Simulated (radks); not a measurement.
**Ni²⁺ in [Ne] 3s1 3p6 3d8 4p1: an all-electron calculation**

The task here is to estimate one member of a computed series from the others.

Program: radks (a radial shooting solver on a logarithmic mesh, Libxc functionals) version 1. Level of theory: non-relativistic Kohn-Sham, B86b exchange with PBE correlation, spin-unpolarised, spherical densities, point nucleus. These are calculated values, not measurements, unless marked.

**What is computed**

```
element       : nickel (Z = 28)
charge        : +2
electrons     : 26
configuration : [Ne] 3s1 3p6 3d8 4p1
```

The outer shells:

Ni²⁺
```
[Ne] core
3s [↑ ]
3p [↑↓][↑↓][↑↓]
3d [↑↓][↑↓][↑↓][↑ ][↑ ]
4p [↑ ][  ][  ]
```

The first run:

Input:

```text
Z 28
configuration [Ne] 3s1 3p6 3d8 4p1
relativity non-relativistic
functional b86_mgc,pbe
spin unpolarised
nucleus point
```

One table of the session follows, with a row left open; its other results are not shown here.

It belongs to the step «Radial structure». Radial moments (bohr):

```
level      <r>  outermost maximum (interpolated)  90 % within  nodes
   1s  0.05482                            0.0361       0.0976      0
   2s        ?                                 ?            ?      ?
   2p   0.2165                             0.166        0.354      0
   3s   0.7437                             0.646         1.11      2
   3p   0.7717                             0.647         1.19      1
   3d   0.8948                             0.617         1.52      0
   4p    2.659                              2.29         3.95      2
```

**Question.** Estimate the row for 2s.

**Answer.** <r>: 0.2482; outermost maximum (interpolated): 0.208; 90 % within: 0.384; nodes: 1. In the column «<r>» it lies between 2p (0.2165) and 3s (0.7437).
